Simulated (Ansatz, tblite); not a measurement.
# Sn10H16 hole sphere (InSn₉H₁₆): one state, many levels

One table from this session's results is given with a row withheld; the runs are named, their logs left out.

Computed with Ansatz 0.2.0, Gaussian basis. Level: as each input shows.

Plan: GFN1-xTB, GFN2-xTB, PBE-D4/def2-TZVP, r2SCAN-D4/def2-TZVP, r2SCANh-D4/def2-TZVP, PBE-QIDH/def2-TZVP, BLYP-D4/def2-TZVP, PBE-D4/def2-SVP, PBE0-D4/def2-SVP, MP2/def2-SVP, RPA/def2-SVP.

### The structure

The doublet was relaxed beforehand with PBE-D4/def2-SVP.

26 atoms, charge 0, spin multiplicity 2.

Bond lengths: Sn1–Sn5 2.817 Å, Sn1–Sn7 2.816 Å, Sn1–Sn8 2.816 Å, Sn1–H11 1.744 Å, Sn2–Sn6 2.816 Å, Sn2–Sn7 2.816 Å, Sn2–Sn9 2.828 Å, Sn2–H12 1.744 Å, Sn3–Sn5 2.818 Å, Sn3–Sn6 2.816 Å, Sn3–Sn10 2.830 Å, Sn3–H13 1.745 Å, In4–Sn8 2.804 Å, In4–Sn9 2.943 Å, In4–Sn10 2.953 Å, In4–H14 1.752 Å, Sn5–H15 1.738 Å, Sn5–H16 1.738 Å and more. Angles: Sn5–Sn1–Sn7 108.5°, Sn5–Sn1–Sn8 109.5°, Sn5–Sn1–H11 107.5°, Sn7–Sn1–Sn8 110.5°, Sn7–Sn1–H11 107.8°, Sn8–Sn1–H11 113.1°, Sn6–Sn2–Sn7 110.0°, Sn6–Sn2–Sn9 105.0°, Sn6–Sn2–H12 111.1°, Sn7–Sn2–Sn9 112.8°, Sn7–Sn2–H12 110.7°, Sn9–Sn2–H12 107.1°, Sn5–Sn3–Sn6 110.5°, Sn5–Sn3–Sn10 112.4°, Sn5–Sn3–H13 110.7°, Sn6–Sn3–Sn10 105.4°, Sn6–Sn3–H13 111.3°, Sn10–Sn3–H13 106.4° and more.

As a file:

```
Sn   -1.68017    1.68156   -1.68658
Sn    1.56922   -1.61415   -1.58922
Sn   -1.57188   -1.61910    1.54862
In    1.62221    2.10373    1.59949
Sn   -3.23530    0.04047   -0.00647
Sn   -0.07878   -3.34566   -0.10115
Sn   -0.00651    0.03495   -3.24054
Sn   -0.14475    3.44425   -0.11667
Sn    3.03095   -0.15335    0.34189
Sn    0.34315   -0.14647    3.02201
H    -2.77093    2.50473   -2.76969
H     2.72568   -2.51123   -2.53784
H    -2.51154   -2.51211    2.71743
H     2.69848    2.97977    2.66941
H    -4.30665   -0.98527   -0.91316
H    -4.21956    0.99996    1.05670
H    -1.11338   -4.29204   -1.12504
H     0.86827   -4.44209    0.85511
H    -0.92775   -0.99297   -4.29767
H     1.03798    0.99375   -4.24479
H     0.67486    4.51124   -1.22304
H    -1.28317    4.44239    0.74296
H     4.42034    0.65348   -0.35285
H     3.66909   -1.25935    1.52192
H    -0.36201    0.70206    4.38173
H     1.52792   -1.22616    3.70142
```

In, Sn take a core potential in the def2 sets. No spin-orbit coupling is included.

PBE0-D4/def2-TZVP was run before; its log isn't repeated, and its numbers join the tables.

Set-up of the first run:

Tight binding, by tblite at 300 K electronic temperature and without a spin-polarisation term:

```python
tblite.interface.Calculator('GFN1-xTB', numbers, positions, charge=0, uhf=1).singlepoint()
```

Tight binding, by tblite at 300 K electronic temperature and without a spin-polarisation term:

```python
tblite.interface.Calculator('GFN2-xTB', numbers, positions, charge=0, uhf=1).singlepoint()
```

start.molden holds the orbitals of an earlier run on this state, given as this run's starting guess.

File in.yaml:

```yaml
crystal:
  periodic: [false, false, false]
  atoms:
    - {symbol: Sn, position_ang: [-1.680172, 1.681561, -1.686578]}
    - {symbol: Sn, position_ang: [1.569217, -1.614154, -1.589220]}
    - {symbol: Sn, position_ang: [-1.571876, -1.619097, 1.548623]}
    - {symbol: In, position_ang: [1.622206, 2.103729, 1.599495]}
    - {symbol: Sn, position_ang: [-3.235300, 0.040474, -0.006468]}
    - {symbol: Sn, position_ang: [-0.078783, -3.345659, -0.101151]}
    - {symbol: Sn, position_ang: [-0.006506, 0.034947, -3.240542]}
    - {symbol: Sn, position_ang: [-0.144747, 3.444250, -0.116674]}
    - {symbol: Sn, position_ang: [3.030949, -0.153349, 0.341886]}
    - {symbol: Sn, position_ang: [0.343149, -0.146473, 3.022007]}
    - {symbol: H, position_ang: [-2.770926, 2.504733, -2.769690]}
    - {symbol: H, position_ang: [2.725685, -2.511234, -2.537841]}
    - {symbol: H, position_ang: [-2.511536, -2.512105, 2.717429]}
    - {symbol: H, position_ang: [2.698478, 2.979771, 2.669410]}
    - {symbol: H, position_ang: [-4.306652, -0.985269, -0.913160]}
    - {symbol: H, position_ang: [-4.219561, 0.999964, 1.056704]}
    - {symbol: H, position_ang: [-1.113375, -4.292039, -1.125040]}
    - {symbol: H, position_ang: [0.868270, -4.442090, 0.855107]}
    - {symbol: H, position_ang: [-0.927747, -0.992967, -4.297666]}
    - {symbol: H, position_ang: [1.037982, 0.993753, -4.244786]}
    - {symbol: H, position_ang: [0.674856, 4.511237, -1.223035]}
    - {symbol: H, position_ang: [-1.283168, 4.442386, 0.742965]}
    - {symbol: H, position_ang: [4.420343, 0.653482, -0.352854]}
    - {symbol: H, position_ang: [3.669094, -1.259349, 1.521922]}
    - {symbol: H, position_ang: [-0.362005, 0.702056, 4.381732]}
    - {symbol: H, position_ang: [1.527923, -1.226156, 3.701424]}
basis:
  gaussian: {orbitals: def2-TZVP, fitting: {mean_field: def2-universal-jkfit}, initial_orbitals: start.molden}
magnetization: {spin_polarized: true, initial_magnetization: 1}
hamiltonian: {xc: pbe, dispersion: d4}
scf: {omitted_lower_state_checks: [starts]}
output: {forces: true, orbitals: {seedname: orbitals}}
```

Launch:

```console
$ ansatz run in.yaml --threads 2 --pin off --events-out ev --progress --plain --max-ram 32768MiB --backend cuda --devices 0, --max-vram 18GiB
```

Among the steps run: PBE-D4/def2-TZVP; r2SCAN-D4/def2-TZVP; r2SCANh-D4/def2-TZVP; PBE-QIDH/def2-TZVP; BLYP-D4/def2-TZVP; PBE-D4/def2-SVP; PBE0-D4/def2-SVP; MP2/def2-SVP; RPA/def2-SVP.

One table of the session follows, with a row left open; its other results are not shown here.

It belongs to the step «Binding energy». 

```
               level  binding an atom (eV)
         HF/def2-SVP                 1.548
     PBE-D4/def2-SVP                 2.310
    PBE-D4/def2-TZVP                 2.322
   BLYP-D4/def2-TZVP                     ?
 r2SCAN-D4/def2-TZVP                 2.343
r2SCANh-D4/def2-TZVP                 2.337
    PBE0-D4/def2-SVP                 2.306
   PBE0-D4/def2-TZVP                 2.321
        MP2/def2-SVP                 2.123
```

**Question.** Estimate the row for BLYP-D4/def2-TZVP.

As computed: binding an atom (eV): 2.285. In the column «binding an atom (eV)» it lies between MP2/def2-SVP (2.123) and PBE0-D4/def2-SVP (2.306).

Limits of these values: Free atoms were run apart at each level; binding is atoms less cluster, divided by the number of atoms, without zero-point or spin-orbit terms.
